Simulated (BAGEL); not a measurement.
# GeH3SCl (SMILES [SH][GeH2][Cl]) at RI-MP2/aug-cc-pVDZ (density fitting with qzvpp-jkfit)

What is the energy change on altering one bond length of GeH3SCl at RI-MP2/aug-cc-pVDZ (density fitting with qzvpp-jkfit)? 

The calculation is run with BAGEL 1.2.2.

## (1) The system as given

GeH3SCl: 6 atoms, total charge 0, spin state singlet. As SMILES, `[SH][GeH2][Cl]`. The coordinates come from a PBE0-D4/def2-TZVP relaxation. This is one conformer, not always the lowest.

Bond lengths: S1–Ge2 2.205 Å, Ge2–Cl3 2.156 Å, S1–H4 1.343 Å, Ge2–H5 1.532 Å, Ge2–H6 1.530 Å. Angles: S1–Ge2–Cl3 110.8°, S1–Ge2–H5 111.4°, S1–Ge2–H6 106.8°, Cl3–Ge2–H5 105.9°, Cl3–Ge2–H6 107.6°, Ge2–S1–H4 94.0°, H5–Ge2–H6 114.3°.

## (2) The energy at RI-MP2/aug-cc-pVDZ (density fitting with qzvpp-jkfit)

input.json reads:

```json
{ "bagel" : [

{
  "title" : "molecule",
  "basis" : "aug-cc-pvdz.json",
  "df_basis" : "qzvpp-jkfit",
  "angstrom" : true,
  "geometry" : [
    { "atom" : "S", "xyz" : [      -1.173700,      -1.328000,      -0.086900 ] },
    { "atom" : "Ge", "xyz" : [       0.432700,       0.138800,       0.275500 ] },
    { "atom" : "Cl", "xyz" : [      -0.360100,       2.143100,       0.341600 ] },
    { "atom" : "H", "xyz" : [      -1.332800,      -0.975800,      -1.373400 ] },
    { "atom" : "H", "xyz" : [       1.461900,       0.131100,      -0.858600 ] },
    { "atom" : "H", "xyz" : [       1.014100,      -0.173200,       1.655700 ] }
  ]
},

{
  "title" : "hf"
},

{
  "title" : "mp2",
  "ncore" : 19
}

]}
```

The basis set aug-cc-pVDZ is read from a file made from the Basis Set Exchange's data (not shown).

On the command line:

```bash
$ BAGEL_NUM_THREADS=1 BAGEL input.json > input.out
```

Standard output:

```text
* using 1 threads per process

  ===============================================================
  ===============================================================

  *** Geometry ***

  { "atom" : "S", "xyz" : [     -2.217972,     -2.509556,     -0.164217 ] },
  { "atom" : "Ge", "xyz" : [      0.817684,      0.262294,      0.520620 ] },
  { "atom" : "Cl", "xyz" : [     -0.680490,      4.049872,      0.645530 ] },
  { "atom" : "H", "xyz" : [     -2.518627,     -1.843995,     -2.595350 ] },
  { "atom" : "H", "xyz" : [      2.762591,      0.247743,     -1.622519 ] },
  { "atom" : "H", "xyz" : [      1.916371,     -0.327301,      3.128820 ] },

  Number of auxiliary basis functions:      576

  Since a DF basis is specified, we compute 2- and 3-index integrals:
    o Being stored without compression. Storage requirement is 0.063 GB

  Number of basis functions:      117
  Number of electrons      :       68

    * METHOD: MOLECULE                             0.71

  *** RHF ***

  === Nuclear Repulsion ===
   345.7382606894

      * DIIS with orbital gradients will be used.

  === RHF iteration (aug-cc-pvdz.json) ===
      0      -2934.07303636          0.00947810           0.28
      1      -2934.17138810          0.00462789           0.27
      2      -2934.19117498          0.00100845           0.27
      3      -2934.19243053          0.00020603           0.27
      4      -2934.19248429          0.00007128           0.27
      5      -2934.19249215          0.00001533           0.27
      6      -2934.19249254          0.00000372           0.27
      7      -2934.19249256          0.00000136           0.27
      8      -2934.19249256          0.00000049           0.27
      9      -2934.19249256          0.00000022           0.27
     10      -2934.19249256          0.00000006           0.27
     11      -2934.19249256          0.00000002           0.27
     12      -2934.19249256          0.00000001           0.27
    * SCF iteration converged.

    * Permanent dipole moment:
           (   -0.509544,     0.436610,     0.275290) a.u.

    * METHOD: HF                                   4.04

  *** RHF ***

  === Nuclear Repulsion ===
   345.7382606894

      * DIIS with orbital gradients will be used.

  === RHF iteration (aug-cc-pvdz.json) ===
      0      -2934.19249256          0.00000000           0.26
    * SCF iteration converged.

    * Permanent dipole moment:
           (   -0.509544,     0.436610,     0.275290) a.u.

  === DF-MP2 calculation ===

    * freezing 19 orbitals
    * 3-index integral transformation done
    * assembly done

      MP2 correlation energy:   -0.4129162459      0.15

      MP2 total energy:       -2934.6054088070

    * METHOD: MP2                                  0.70

  ===============================================================
```

Run time: 5.7 s. Hardware: 1 thread of Arm Neoverse N1, shared host; peak memory 0.21 GiB.

## (3) The distorted shape

mp2.json reads:

```json
{ "bagel": [

{
  "title": "molecule",
  "basis": "aug-cc-pvdz.json",
  "df_basis": "qzvpp-jkfit",
  "angstrom": true,
  "geometry": [
    { "atom": "S", "xyz": [      -1.348137,      -1.234391,      -0.501001 ] },
    { "atom": "Ge", "xyz": [       0.258263,       0.232409,      -0.138601 ] },
    { "atom": "Cl", "xyz": [      -0.534537,       2.236709,      -0.072501 ] },
    { "atom": "H", "xyz": [      -1.507237,      -0.882191,      -1.787501 ] },
    { "atom": "H", "xyz": [       1.287463,       0.224709,      -1.272701 ] },
    { "atom": "H", "xyz": [       1.014100,      -0.173200,       1.655700 ] }
  ]
},

{
  "title": "hf"
},

{
  "title": "mp2",
  "ncore": 19
}

]}
```

The basis set aug-cc-pVDZ is read from a file made from the Basis Set Exchange's data (not shown).

On the command line:

```bash
$ BAGEL_NUM_THREADS=1 BAGEL mp2.json > mp2.out
```

Standard output:

```text
* using 1 threads per process

  ===============================================================
  ===============================================================

  *** Geometry ***

  { "atom" : "S", "xyz" : [     -2.547610,     -2.332661,     -0.946755 ] },
  { "atom" : "Ge", "xyz" : [      0.488046,      0.439189,     -0.261918 ] },
  { "atom" : "Cl", "xyz" : [     -1.010129,      4.226767,     -0.137007 ] },
  { "atom" : "H", "xyz" : [     -2.848265,     -1.667099,     -3.377887 ] },
  { "atom" : "H", "xyz" : [      2.432952,      0.424638,     -2.405056 ] },
  { "atom" : "H", "xyz" : [      1.916371,     -0.327301,      3.128820 ] },

  Number of auxiliary basis functions:      576

  Since a DF basis is specified, we compute 2- and 3-index integrals:
    o Being stored without compression. Storage requirement is 0.063 GB

  Number of basis functions:      117
  Number of electrons      :       68

    * METHOD: MOLECULE                             0.71

  *** RHF ***

  === Nuclear Repulsion ===
   342.5447004176

      * DIIS with orbital gradients will be used.

  === RHF iteration (aug-cc-pvdz.json) ===
      0      -2934.02290527          0.00977413           0.28
      1      -2934.12557824          0.00498702           0.27
      2      -2934.14872579          0.00103700           0.27
      3      -2934.15014446          0.00022123           0.27
      4      -2934.15021208          0.00007595           0.27
      5      -2934.15022183          0.00001728           0.27
      6      -2934.15022236          0.00000432           0.27
      7      -2934.15022240          0.00000160           0.27
      8      -2934.15022240          0.00000056           0.27
      9      -2934.15022240          0.00000024           0.27
     10      -2934.15022240          0.00000007           0.27
     11      -2934.15022240          0.00000003           0.27
     12      -2934.15022240          0.00000001           0.27
    * SCF iteration converged.

    * Permanent dipole moment:
           (   -0.351666,     0.369356,     0.527649) a.u.

    * METHOD: HF                                   4.03

  *** RHF ***

  === Nuclear Repulsion ===
   342.5447004176

      * DIIS with orbital gradients will be used.

  === RHF iteration (aug-cc-pvdz.json) ===
      0      -2934.15022240          0.00000000           0.26
    * SCF iteration converged.

    * Permanent dipole moment:
           (   -0.351667,     0.369356,     0.527649) a.u.

  === DF-MP2 calculation ===

    * freezing 19 orbitals
    * 3-index integral transformation done
    * assembly done

      MP2 correlation energy:   -0.4152985697      0.14

      MP2 total energy:       -2934.5655209706

    * METHOD: MP2                                  0.70

  ===============================================================
```

Run time: 5.7 s. Hardware: 1 thread of Arm Neoverse N1, shared host; peak memory 0.21 GiB.

## (4) Summary of results

Level: RI-MP2/aug-cc-pVDZ (density fitting with qzvpp-jkfit), 19 core orbitals frozen.

```
                                                          quantity           value
                                         first shape: total energy  -2934.60541 Eh
         first shape: correlation energy (19 core orbitals frozen)      -412.9 mEh
                                     distorted shape: total energy  -2934.56552 Eh
     distorted shape: correlation energy (19 core orbitals frozen)      -415.3 mEh
energy change with the Ge2–H6 bond stretched from 1.530 to 1.989 Å        1.085 eV
```

What this shows: With the Ge2–H6 bond stretched from 1.530 to 1.989 Å the energy rises by 1.09 eV (105 kJ/mol). The first shape isn't relaxed at this level, so the change isn't measured from a minimum.
